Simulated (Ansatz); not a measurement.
**AlGaPH (singlet): from Hartree-Fock to the top rungs at a displaced geometry (v1), cc-pVDZ**

Aim: climb from Hartree-Fock through coupled cluster and multireference methods for AlGaPH (singlet) at one geometry and basis, and see what each rung misses.

Method: cc-pVDZ, core rule «outside noble gas», up to 24 orbitals frozen; program: Ansatz 0.2.0, Gaussian basis.

The runs, in order: UHF; CCSD(T) on RHF; BCCD(T) on RHF; CISD; CCSDT(Q) on RHF; CASSCF and MRCISD+Q, 8 electrons in 8 orbitals; CASSCF and NEVPT2, 8 electrons in 8 orbitals.

23 further runs of the same task are left out: 15 that didn't finish, 8 set aside as unsound or not needed.

## 1. What is computed

The geometry is a PBE0/def2-TZVP stationary point (not a proven minimum) with its atoms shifted at random (size 0.040 Å). No spin-orbit coupling is included. The filled d shell of Ga may be among the frozen orbitals whatever the setting's name suggests; the logs give the count.

4 atoms, charge 0, spin multiplicity 1.

Atoms are counted from 1 here; the program's logs count them from 0.

Bond lengths: Ga1–P3 2.392 Å, Al2–P3 2.036 Å, Al2–H4 1.586 Å. Angles: P3–Al2–H4 176.4°, Ga1–P3–Al2 96.3°.

## 2. UHF

Contents of in.yaml:

```yaml
crystal:
  periodic: [false, false, false]
  atoms:
    - {symbol: Ga, position_ang: [-0.010733, 0.223375, 1.211964]}
    - {symbol: Al, position_ang: [-0.011567, 0.555085, -2.077462]}
    - {symbol: P, position_ang: [0.036397, -1.042850, -0.816465]}
    - {symbol: H, position_ang: [-0.066380, 1.735816, -3.134737]}
basis:
  gaussian: {orbitals: cc-pVDZ}
magnetization: {spin_polarized: true, initial_magnetization: 0}
hamiltonian: {xc: hf}
output: {orbitals: {seedname: orbitals}}
```

Command:

```bash
$ ansatz run in.yaml --threads 1 --pin off --events-out ev --progress --plain --max-ram 2393MiB
```

Further steps of the session: CCSD(T) on RHF; BCCD(T) on RHF; CISD; CCSDT(Q) on RHF; CASSCF and MRCISD+Q, 8 electrons in 8 orbitals; CASSCF and NEVPT2, 8 electrons in 8 orbitals.

Before running them: what should the planned runs give, taken together? Wanted: RCCSDT(Q) below the RHF energy; RMP2 from RCCSDT(Q); RCCSD from RCCSDT(Q); RCCSD(T) from RCCSDT(Q); MRCISD+Q frontier from RCCSDT(Q); T1 diagnostic.

**Answer**, as computed:

| quantity | value |
| --- | --- |
| RCCSDT(Q) below the RHF energy | -7.2529 eV |
| RMP2 from RCCSDT(Q) | +119.0 kJ/mol |
| RCCSD from RCCSDT(Q) | +40.2 kJ/mol |
| RCCSD(T) from RCCSDT(Q) | +6.4 kJ/mol |
| MRCISD+Q frontier from RCCSDT(Q) | +8.1 kJ/mol |
| levels within 1 kcal/mol (43 meV) | RCCSDT |
| T1 diagnostic | 0.023 |

In words: RCCSD(T) misses by +6.4 kJ/mol, 0.9 % of the correlation energy. These misses are within one basis, not against nature.
